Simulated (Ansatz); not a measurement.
# CH₃AlClFSi: a ladder of functionals and wavefunction methods

The task here is to estimate one member of a computed series from the others.

Computed with Ansatz 0.2.0, Gaussian basis. Level: functionals in def2-TZVPP, the program's frozen cores in correlated methods.

Levels to be run: LDA (SPW92), PBE-D4, revPBE-D4, BLYP-D4, r2SCAN-D4, B97M-V, PBE0-D4, B3LYP-D4, r2SCANh-D4, r2SCAN0-D4, HSE06-D4, BHLYP-D4, CAM-B3LYP-D4, LC-ωPBE, ωB97X-V, ωB97M-V, B2PLYP, PBE-QIDH; CCSD(T)/def2-SVP; CCSD(T)/def2-TZVPP; MP2/def2-QZVPP; extrapolation to the limit; RPA on PBE.

### The geometry

All runs share one geometry, relaxed beforehand with PBE0-D4 in a triple-zeta def2 set.

SMILES `F[Si]1(Cl)[CH2][AlH]1`, 8 atoms, charge 0, spin multiplicity 1.

Atoms are counted from 1 here; the program's logs count them from 0.

Bond lengths: F1–Si2 1.597 Å, Si2–Cl3 2.059 Å, Si2–C4 1.862 Å, Si2–Al5 2.322 Å, C4–Al5 1.979 Å, C4–H6 1.109 Å, C4–H7 1.089 Å, Al5–H8 1.582 Å. Angles: F1–Si2–Cl3 106.5°, F1–Si2–C4 118.5°, F1–Si2–Al5 137.5°, Cl3–Si2–C4 111.0°, Cl3–Si2–Al5 114.8°, C4–Si2–Al5 55.1°, Si2–C4–Al5 74.3°, Si2–C4–H6 105.8°, Si2–C4–H7 126.9°, Al5–C4–H6 98.2°, Al5–C4–H7 135.5°, H6–C4–H7 109.3°, Si2–Al5–C4 50.5°, Si2–Al5–H8 167.5°, C4–Al5–H8 141.5°.

Set-up of the first run:

Contents of in.yaml:

```yaml
crystal:
  periodic: [false, false, false]
  atoms:
    - {symbol: F, position_ang: [0.400404, -1.069445, 2.206363]}
    - {symbol: Si, position_ang: [0.434667, -0.811590, 0.630873]}
    - {symbol: Cl, position_ang: [2.270609, -1.467675, -0.030083]}
    - {symbol: C, position_ang: [0.074195, 0.903309, 0.001921]}
    - {symbol: Al, position_ang: [-1.081817, -0.307309, -1.053408]}
    - {symbol: H, position_ang: [-0.702030, 1.315050, 0.678027]}
    - {symbol: H, position_ang: [0.799956, 1.682001, -0.229039]}
    - {symbol: H, position_ang: [-2.103785, -0.301540, -2.260354]}
basis:
  gaussian: {orbitals: def2-TZVPP}
hamiltonian: {xc: lda}
output: {orbitals: {seedname: orbitals}}
```

Command:

```console
$ ansatz run in.yaml --threads 2 --pin off --events-out ev --progress --plain --max-ram 4352MiB
```

Among the steps run: LDA; PBE-D4 (GGA); revPBE-D4 (GGA); BLYP-D4 (GGA); r2SCAN-D4 (meta-GGA); B97M-V (meta-GGA); B3LYP-D4 (hybrid); r2SCANh-D4 (hybrid); r2SCAN0-D4 (hybrid); HSE06-D4 (hybrid); BHLYP-D4 (hybrid); CAM-B3LYP-D4 (range-separated); LC-ωPBE (range-separated); ωB97X-V (range-separated); ωB97M-V (range-separated); B2PLYP (double hybrid); PBE-QIDH (double hybrid).

One of the session's tables, all rows but one given; the rest of the session is left out.

```
  functional  HOMO (eV)  LUMO (eV)  gap (eV)
 LDA (SPW92)      -5.61      -3.19      2.42
      PBE-D4      -5.50      -2.95      2.55
   revPBE-D4      -5.45      -2.85      2.61
     BLYP-D4          ?          ?         ?
   r2SCAN-D4      -5.70      -2.72      2.98
      B97M-V      -5.71      -2.83      2.89
     PBE0-D4      -6.52      -2.20      4.32
    B3LYP-D4      -6.35      -2.36      3.99
  r2SCANh-D4      -6.07      -2.45      3.62
  r2SCAN0-D4      -6.64      -2.07      4.58
    HSE06-D4      -6.13      -2.57      3.56
    BHLYP-D4      -7.46      -1.37      6.09
CAM-B3LYP-D4      -7.75      -1.20      6.56
     LC-ωPBE      -8.97      -0.15      8.82
     ωB97X-V      -8.69      -0.24      8.44
     ωB97M-V      -8.47      -0.49      7.98
```

**Question.** Estimate the row for BLYP-D4.

Worked estimate for «HOMO (eV)». Against the share of exact exchange, B3LYP-D4 (0.2, -6.35), BHLYP-D4 (0.5, -7.46) give a slope of -3.70 per unit share; at 0 the line stands at -5.61.

As computed: HOMO (eV): -5.38; LUMO (eV): -2.79; gap (eV): 2.58. In «HOMO (eV)» the line misses by -0.23.
